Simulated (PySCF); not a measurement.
# C2H4BF3S: the cost of one run

The runs use PySCF 2.14.0, with density-fitted response routines of our own; the level of theory stands in each step. All values are computed, except where a source is named. Atoms are numbered from 0 throughout.

**1. The molecule as given**

11 atoms, charge 0, multiplicity 1; geometry from: GFN2-xTB. The atoms were then displaced at random by about 0.01 Å, so the start is not that level's minimum.

Bonds of the start (Å): F0–C1 1.38, C1–S2 1.83, S2–C3 1.79, C3–B4 1.58, B4–F5 1.32, B4–F6 1.32, C1–H7 1.12, C1–H8 1.11, C3–H9 1.10, C3–H10 1.10.

**2. Geometry optimisation at PBE0-D3(BJ)/def2-SVP**

What the job is given:

```
{"job": {"xc": "PBE0", "basis": "def2-SVP", "d3": "d3bj", "grid": 1, "shake": 0.01, "kind": "geom"}, "charge": 0, "multiplicity": 1}
F      1.718630    -1.109620     1.039780
C      1.656380     0.047150     0.283780
S      0.788450    -0.221150    -1.300370
C     -0.855360    -0.573800    -0.678120
B     -1.447830     0.603330     0.194360
F     -1.545720     1.849860    -0.235670
F     -1.801490     0.451210     1.458400
H      2.704500     0.345760     0.047310
H      1.146300     0.825330     0.889160
H     -1.468480    -0.714070    -1.579030
H     -0.857260    -1.529820    -0.135280
```

The run is started by

```console
$ OMP_NUM_THREADS=1 python probes_run.py task.json out
```

The driver reads the jobs from task.json and runs them one after another.

**Question.** How long does this first job take on 1 thread of Arm Neoverse V1, shared host, and how much memory does it need?

About 98 s, with a peak of 0.52 GiB.
